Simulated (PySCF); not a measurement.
# Nitrogen: the same states on changed settings

These states were run before on sound settings. What differs here: radial step 1.2 in ln r (0.13 in the sound run), unsound on purpose. What does it move?

Method: unrestricted determinants in a Gaussian basis, no spin-orbit coupling in the energies. Code: PySCF 2.14.0.

7 further runs of the same task are left out: 7 set aside as unsound or not needed.

**1. What is computed**

- Element: nitrogen (Z = 7)
- Basis: aug-cc-pVDZ-DK (4s3p2d, 23 functions)
- Hamiltonian: the spin-free X2C one-electron Hamiltonian (Gaussian nucleus)
- State 1: N: [He] 2s2 2p3, high-spin 4S determinant
- State 2: N⁺: [He] 2s2 2p2, high-spin 3P determinant
- Methods: TPSS, r2SCAN

The outer shells:

N [He] 2s2 2p3
```
[He] core
2s [↑↓]
2p [↑ ][↑ ][↑ ]
```

N+ [He] 2s2 2p2
```
[He] core
2s [↑↓]
2p [↑ ][↑ ][  ]
```

The sound run (aug-cc-pVDZ-DK, the spin-free X2C one-electron Hamiltonian (Gaussian nucleus), symmetry-adapted start, fine grid, valence correlation) gave:

| species | method | energy (hartree) |
| --- | --- | --- |
| N | UHF | -54.42233 |
| N | TPSS | -54.63312 |
| N | r2SCAN | -54.60074 |
| N | MP2 (valence) | -54.49735 |
| N | CCSD(T) (valence) | -54.51616 |
| N⁺ | UHF | -53.91069 |
| N⁺ | TPSS | -54.09390 |
| N⁺ | r2SCAN | -54.05529 |
| N⁺ | MP2 (valence) | -53.96554 |
| N⁺ | CCSD(T) (valence) | -53.98878 |

One driver process ran all states and methods and kept the integrals in memory. Each run is shown as a PySCF script that sums up its settings (the driver passes frozen orbitals as a list and adds second-order terms of double hybrids); the logs are those of the runs themselves. The driver starts from symmetry-adapted Hartree-Fock orbitals, holds the occupation by maximum overlap and uses a logarithmic radial grid for functionals, so a plain start would take other cycles.

It was started by

```sh
OMP_NUM_THREADS=1 python atomrun2.py TASK.json OUT
```

The integrals over 23 functions and the set-up took 0.01 s of CPU time.

The grid is set inside the driver, so the scripts do not show it: radial step 1.2 in ln r (0.13 in the sound run).

**2. Changed run, N: the ladder of methods**

TPSS:

Input file input.py:

```python
from pyscf import gto, scf, dft, mp, cc
import basis_set_exchange as bse
mol = gto.M(atom="N 0 0 0", charge=0, spin=3, symmetry="D2h",
            basis=gto.basis.parse(bse.get_basis("aug-cc-pVDZ-DK", elements=["N"], fmt="nwchem", header=False)),
            nucmod="G")
mf = dft.UKS(mol, xc="TPSS").sfx2c1e()
mf.irrep_nelec = {'Ag': (2, 2), 'B1u': (1, 0), 'B2u': (1, 0), 'B3u': (1, 0)}
mf.kernel()
```

Output:

```text
damping factor = 0
level_shift factor = 0
DIIS = <class 'pyscf.scf.diis.CDIIS'>
diis_start_cycle = 1
diis_space = 10
diis_damp = 0
SCF conv_tol = 1e-09
SCF conv_tol_grad = None
number electrons alpha = 5  beta = 2
XC functionals = TPSS
    J. Tao, J. P. Perdew, V. N. Staroverov, and G. E. Scuseria.,  Phys. Rev. Lett. 91, 146401 (2003)
    J. P. Perdew, J. Tao, V. N. Staroverov, and G. E. Scuseria.,  J. Chem. Phys. 120, 6898 (2004)
    J. Tao, J. P. Perdew, V. N. Staroverov, and G. E. Scuseria.,  Phys. Rev. Lett. 91, 146401 (2003)
    J. P. Perdew, J. Tao, V. N. Staroverov, and G. E. Scuseria.,  J. Chem. Phys. 120, 6898 (2004)
cycle= 1 E= -54.9364912265538  delta_E= -0.109  |g|= 0.239  |ddm|=  3.7
cycle= 2 E= -54.9229076253583  delta_E= 0.0136  |g|= 0.262  |ddm|= 1.66
cycle= 3 E= -54.9767128581646  delta_E= -0.0538  |g|= 0.0122  |ddm|= 0.811
cycle= 4 E= -54.9768172217941  delta_E= -0.000104  |g|= 0.000299  |ddm|= 0.0404
cycle= 5 E= -54.976817290333  delta_E= -6.85e-08  |g|= 5.1e-05  |ddm|= 0.00183
cycle= 6 E= -54.9768172925007  delta_E= -2.17e-09  |g|= 5.78e-06  |ddm|= 0.000355
cycle= 7 E= -54.9768172925444  delta_E= -4.37e-11  |g|= 2.38e-07  |ddm|= 2.34e-05
converged SCF energy = -54.9768172925444  <S^2> = 3.7635433  2S+1 = 4.0067659
```

Time after the integrals: 0.05 s (1 thread of Intel Xeon Platinum 8375C at 2.90GHz, shared host).

The occupied shells:

| shell | electrons | mean orbital energy (eV) | spread (eV) | rms radius (bohr) |
| --- | --- | --- | --- | --- |
| 1s α | 1 | -376.82 | 0 | 0.266 |
| 1s β | 1 | -374.25 | 0 | 0.266 |
| 2s α | 1 | -22.239 | 0 | 1.34 |
| 2s β | 1 | -15.378 | 0 | 1.34 |
| 2p α | 3 | -6.738 | 0 | 1.64 |

⟨S²⟩ = 3.764, ⟨L²⟩ = 0.00.

r2SCAN:

input.py differs from the last one in:

```diff
@@ -5,3 +5,3 @@
             nucmod="G")
-mf = dft.UKS(mol, xc="TPSS").sfx2c1e()
+mf = dft.UKS(mol, xc="R2SCAN").sfx2c1e()
 mf.irrep_nelec = {'Ag': (2, 2), 'B1u': (1, 0), 'B2u': (1, 0), 'B3u': (1, 0)}
```

Output:

```text
damping factor = 0
level_shift factor = 0
DIIS = <class 'pyscf.scf.diis.CDIIS'>
diis_start_cycle = 1
diis_space = 10
diis_damp = 0
SCF conv_tol = 1e-09
SCF conv_tol_grad = None
number electrons alpha = 5  beta = 2
XC functionals = R2SCAN
    J. W. Furness, A. D. Kaplan, J. Ning, J. P. Perdew, and J. Sun.,  J. Phys. Chem. Lett. 11, 8208-8215 (2020)
    J. W. Furness, A. D. Kaplan, J. Ning, J. P. Perdew, and J. Sun.,  J. Phys. Chem. Lett. 11, 9248-9248 (2020)
    J. W. Furness, A. D. Kaplan, J. Ning, J. P. Perdew, and J. Sun.,  J. Phys. Chem. Lett. 11, 8208-8215 (2020)
    J. W. Furness, A. D. Kaplan, J. Ning, J. P. Perdew, and J. Sun.,  J. Phys. Chem. Lett. 11, 9248-9248 (2020)
cycle= 1 E= -54.9426173850288  delta_E= -0.128  |g|= 0.227  |ddm|= 3.68
cycle= 2 E= -54.9554243869043  delta_E= -0.0128  |g|= 0.182  |ddm|=  1.5
cycle= 3 E= -54.9791933363134  delta_E= -0.0238  |g|= 0.0091  |ddm|= 0.653
cycle= 4 E= -54.9792767207479  delta_E= -8.34e-05  |g|= 0.00133  |ddm|= 0.0307
cycle= 5 E= -54.9792785783987  delta_E= -1.86e-06  |g|= 0.000127  |ddm|= 0.00837
cycle= 6 E= -54.9792786070472  delta_E= -2.86e-08  |g|= 1.84e-05  |ddm|= 0.000671
cycle= 7 E= -54.9792786075215  delta_E= -4.74e-10  |g|= 5.47e-07  |ddm|= 0.000121
converged SCF energy = -54.9792786075215  <S^2> = 3.77055  2S+1 = 4.0102618
```

Time after the integrals: 0.04 s (1 thread of Intel Xeon Platinum 8375C at 2.90GHz, shared host).

**3. Changed run, N⁺, method by method**

TPSS:

Input file input.py:

```python
from pyscf import gto, scf, dft, mp, cc
import basis_set_exchange as bse
mol = gto.M(atom="N 0 0 0", charge=1, spin=2, symmetry="D2h",
            basis=gto.basis.parse(bse.get_basis("aug-cc-pVDZ-DK", elements=["N"], fmt="nwchem", header=False)),
            nucmod="G")
mf = dft.UKS(mol, xc="TPSS").sfx2c1e()
mf.irrep_nelec = {'Ag': (2, 2), 'B1u': (1, 0), 'B2u': (1, 0)}
mf.kernel()
```

Output:

```text
damping factor = 0
level_shift factor = 0
DIIS = <class 'pyscf.scf.diis.CDIIS'>
diis_start_cycle = 1
diis_space = 10
diis_damp = 0
SCF conv_tol = 1e-09
SCF conv_tol_grad = None
number electrons alpha = 4  beta = 2
XC functionals = TPSS
    J. Tao, J. P. Perdew, V. N. Staroverov, and G. E. Scuseria.,  Phys. Rev. Lett. 91, 146401 (2003)
    J. P. Perdew, J. Tao, V. N. Staroverov, and G. E. Scuseria.,  J. Chem. Phys. 120, 6898 (2004)
    J. Tao, J. P. Perdew, V. N. Staroverov, and G. E. Scuseria.,  Phys. Rev. Lett. 91, 146401 (2003)
    J. P. Perdew, J. Tao, V. N. Staroverov, and G. E. Scuseria.,  J. Chem. Phys. 120, 6898 (2004)
cycle= 1 E= -54.4937563617328  delta_E= -0.112  |g|= 0.121  |ddm|=  3.5
cycle= 2 E= -54.5017757038679  delta_E= -0.00802  |g|= 0.0357  |ddm|= 0.807
cycle= 3 E= -54.502510721576  delta_E= -0.000735  |g|= 0.000617  |ddm|= 0.186
cycle= 4 E= -54.5025109836175  delta_E= -2.62e-07  |g|= 7.23e-05  |ddm|= 0.00206
cycle= 5 E= -54.5025109879188  delta_E= -4.3e-09  |g|= 2.9e-06  |ddm|= 0.000307
cycle= 6 E= -54.5025109879268  delta_E= -7.94e-12  |g|= 2.14e-07  |ddm|= 1.18e-05
converged SCF energy = -54.5025109879268  <S^2> = 2.0063194  2S+1 = 3.00421
```

It took 0.04 s on 1 thread of Intel Xeon Platinum 8375C at 2.90GHz, shared host, the integrals not counted.

Orbital energies by shell (radii are means over both spins):

| shell | electrons | mean orbital energy (eV) | spread (eV) | rms radius (bohr) |
| --- | --- | --- | --- | --- |
| 1s α | 1 | -395.46 | 0 | 0.266 |
| 1s β | 1 | -393.36 | 0 | 0.266 |
| 2s α | 1 | -36.818 | 0 | 1.23 |
| 2s β | 1 | -31.354 | 0 | 1.23 |
| 2p α | 2 | -21.706 | 0 | 1.29 |

⟨S²⟩ = 2.006, ⟨L²⟩ = 2.01.

r2SCAN:

input.py differs from the last one in:

```diff
@@ -5,3 +5,3 @@
             nucmod="G")
-mf = dft.UKS(mol, xc="TPSS").sfx2c1e()
+mf = dft.UKS(mol, xc="R2SCAN").sfx2c1e()
 mf.irrep_nelec = {'Ag': (2, 2), 'B1u': (1, 0), 'B2u': (1, 0)}
```

Output:

```text
damping factor = 0
level_shift factor = 0
DIIS = <class 'pyscf.scf.diis.CDIIS'>
diis_start_cycle = 1
diis_space = 10
diis_damp = 0
SCF conv_tol = 1e-09
SCF conv_tol_grad = None
number electrons alpha = 4  beta = 2
XC functionals = R2SCAN
    J. W. Furness, A. D. Kaplan, J. Ning, J. P. Perdew, and J. Sun.,  J. Phys. Chem. Lett. 11, 8208-8215 (2020)
    J. W. Furness, A. D. Kaplan, J. Ning, J. P. Perdew, and J. Sun.,  J. Phys. Chem. Lett. 11, 9248-9248 (2020)
    J. W. Furness, A. D. Kaplan, J. Ning, J. P. Perdew, and J. Sun.,  J. Phys. Chem. Lett. 11, 8208-8215 (2020)
    J. W. Furness, A. D. Kaplan, J. Ning, J. P. Perdew, and J. Sun.,  J. Phys. Chem. Lett. 11, 9248-9248 (2020)
cycle= 1 E= -54.4746025552285  delta_E= -0.117  |g|= 0.114  |ddm|= 3.38
cycle= 2 E= -54.4814370996682  delta_E= -0.00683  |g|= 0.0298  |ddm|= 0.74
cycle= 3 E= -54.4818981568208  delta_E= -0.000461  |g|= 0.000784  |ddm|= 0.158
cycle= 4 E= -54.481898649333  delta_E= -4.93e-07  |g|= 9.36e-05  |ddm|= 0.00406
cycle= 5 E= -54.4818986571037  delta_E= -7.77e-09  |g|= 7.52e-06  |ddm|= 0.000497
cycle= 6 E= -54.4818986571563  delta_E= -5.27e-11  |g|= 6.19e-07  |ddm|= 2.67e-05
converged SCF energy = -54.4818986571563  <S^2> = 2.0081247  2S+1 = 3.0054116
```

Time after the integrals: 0.04 s (1 thread of Intel Xeon Platinum 8375C at 2.90GHz, shared host).

**4. Against the sound run**

| species | method | converged | energy less sound run (eV) |
| --- | --- | --- | --- |
| N | TPSS | yes | -9.3525 |
| N | r2SCAN | yes | -10.3004 |
| N⁺ | TPSS | yes | -11.1189 |
| N⁺ | r2SCAN | yes | -11.6086 |

Ionisation energy of N:

| method | sound run (eV) | changed run (eV) | shift (eV) |
| --- | --- | --- | --- |
| UHF | 13.922 | 13.922 | +0.000 |
| TPSS | 14.673 | 12.907 | -1.766 |
| r2SCAN | 14.843 | 13.534 | -1.308 |

**5. Results**

| quantity | value |
| --- | --- |
| change | radial step 1.2 in ln r (0.13 in the sound run) |
| runs converged | 4 of 4 |
| largest shift of a converged total energy | 11.6 eV |
| largest shift of the ionisation energy | -1.766 eV (TPSS) |

In words: The ionisation energy moves by up to 1.77 eV, at TPSS. A coarse radial grid mis-integrates the density and the exchange-correlation energy, with errors of either sign; Hartree-Fock needs no grid. The setting is unsound on purpose, so these numbers are no properties of the atom.
